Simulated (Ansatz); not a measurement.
Relaxation of a periodic cell of 17 atoms, Nb$_{16}$H (host Nb, host structure bcc, interstitial H), to a largest force component of 0.03 eV/Å in at most 60 steps.

Method: DFT LDA, scalar-relativistic, plane waves, PAW (Ansatz). Settings: cutoff 420 eV, k mesh 3x3x3, gaussian smearing 0.1 eV, no spin polarisation.

```xyz
17
Lattice="6.6000 0.0000 0.0000 0.0000 6.6000 0.0000 0.0000 0.0000 6.6000" Properties=species:S:1:pos:R:3
Nb 0.000 0.000 0.000
Nb 3.300 0.000 0.000
Nb 0.000 3.300 0.000
Nb 0.000 0.000 3.300
Nb 1.650 1.650 1.650
Nb 3.300 3.300 0.000
Nb 3.300 0.000 3.300
Nb 4.950 1.650 1.650
Nb 0.000 3.300 3.300
Nb 1.650 4.950 1.650
Nb 1.650 1.650 4.950
Nb 3.300 3.300 3.300
Nb 4.950 4.950 1.650
Nb 4.950 1.650 4.950
Nb 1.650 4.950 4.950
Nb 4.950 4.950 4.950
H 2.522 4.907 -0.060
```

**Question.** Where does it end, and by what steps?

**Answer.** It converged. The force dipped under the threshold on the way, but the program's further checks kept it going. Limits of this set-up: coarse k mesh, odd electron count without spin. After 4 steps the energy has fallen by 0.152 eV; H17 moved furthest, 0.08 Å.

```
step  energy less start (eV)  largest force component (eV/Å)  accepted
   0                  0.0000                           1.303       yes
   1                  0.0714                           1.037        no
   2                 -0.1424                           0.184       yes
   3                 -0.1523                           0.006       yes
   4                 -0.1523                           0.006       yes
```

```xyz
17
Lattice="6.6000 0.0000 0.0000 0.0000 6.6000 0.0000 0.0000 0.0000 6.6000" Properties=species:S:1:pos:R:3
Nb 0.003 0.005 -0.004
Nb 3.341 0.041 -0.003
Nb 0.003 3.290 -0.004
Nb -0.014 -0.004 3.296
Nb 1.665 1.648 1.646
Nb 3.342 3.254 -0.003
Nb 3.290 -0.003 3.297
Nb 4.969 1.647 1.645
Nb -0.014 3.300 3.296
Nb 1.614 4.948 1.689
Nb 1.665 1.648 4.947
Nb 3.290 3.298 3.297
Nb 4.952 4.948 1.654
Nb 4.969 1.647 4.949
Nb 1.614 4.948 4.903
Nb 4.952 4.948 4.939
H 2.479 4.947 -0.004
```

Whether the end is a true minimum wasn't checked by a vibrational analysis.

The run took 57 s on 4 threads of Arm Neoverse V2, on a shared host, peak memory 1.1 GiB.
